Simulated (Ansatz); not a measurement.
# Ti3Ag: the cost of one run

Program: Ansatz 0.2.0. Level of theory: DFT LDA, scalar-relativistic. These are calculated values, not measurements.

## 1. The structure to begin with

The structure is tetragonal, space group P4/mmm (No. 123). The conventional cell has a = 4.187 Å, b = 4.187 Å, c = 3.950 Å, α = 90.00°, β = 90.00°, γ = 90.00°. Around Ti (site symmetry mmm) lie 8 Ti at 2.88 to 2.96 Å and 4 Ag at 2.88 Å. Around Ti (site symmetry 4/mmm) lie 8 Ti at 2.88 Å and 4 Ag at 2.96 Å. Ag (site symmetry 4/mmm) has 12 Ti at 2.88 to 2.96 Å in its first shell of neighbours.

Coordinates:

```
Ti Ag
1.0
     4.18700    0.00000    0.00000
     0.00000    4.18700    0.00000
     0.00000    0.00000    3.95000
Ti Ag
3 1
Direct
  0.00000 0.50000 0.50000
  0.50000 0.00000 0.50000
  0.50000 0.50000 0.00000
  0.00000 0.00000 0.00000
```

Atoms are numbered in the order of the input: Ti1, Ti2, Ti3, Ag4.

## 2. The deformed structure

Space group P4/mmm before, P4/mmm after.

## 3. All-electron LAPW

Input file input.yaml:

```yaml
crystal:
  lattice:
    - [4.10326, 0.0, 0.0]
    - [0.0, 4.10326, 0.0]
    - [0.0, 0.0, 3.95]
  atoms:
    - { symbol: Ti, position: [0.0, 0.5, 0.5] }
    - { symbol: Ti, position: [0.5, 0.0, 0.5] }
    - { symbol: Ti, position: [0.5, 0.5, 0.0] }
    - { symbol: Ag, position: [0.0, 0.0, 0.0] }
kpoints:
  mp_grid: { grid: [9, 9, 9] }
  band_path:
    path:
      - [0.0, 0.0, 0.0]
      - [0.0, 0.5, 0.0]
      - [0.5, 0.5, 0.0]
      - [0.0, 0.0, 0.0]
      - [0.0, 0.0, 0.5]
      - [0.0, 0.5, 0.5]
      - [0.5, 0.5, 0.5]
      - [0.0, 0.0, 0.5]
      - [0.0, 0.5, 0.0]
    npoints: 5
scf:
  occupations: { method: fermi_dirac, width: 0.08 }
hamiltonian:
  xc: lda
  pseudopotentials: { kind: all_electron, lapw: { basis_error: 0.0005 } }
output:
  forces: true
  stress: true
  eigenvalues: true
```

On the command line:

```bash
ansatz run input.yaml --threads 1 --pin off --max-ram 4096MiB --backend cpu --events-out ev --progress --plain --runs-dir out
```

Q: Estimate wall time and peak memory on 1 thread of Arm Neoverse V1, shared host.

About 96 s, with a peak of 0.65 GiB.
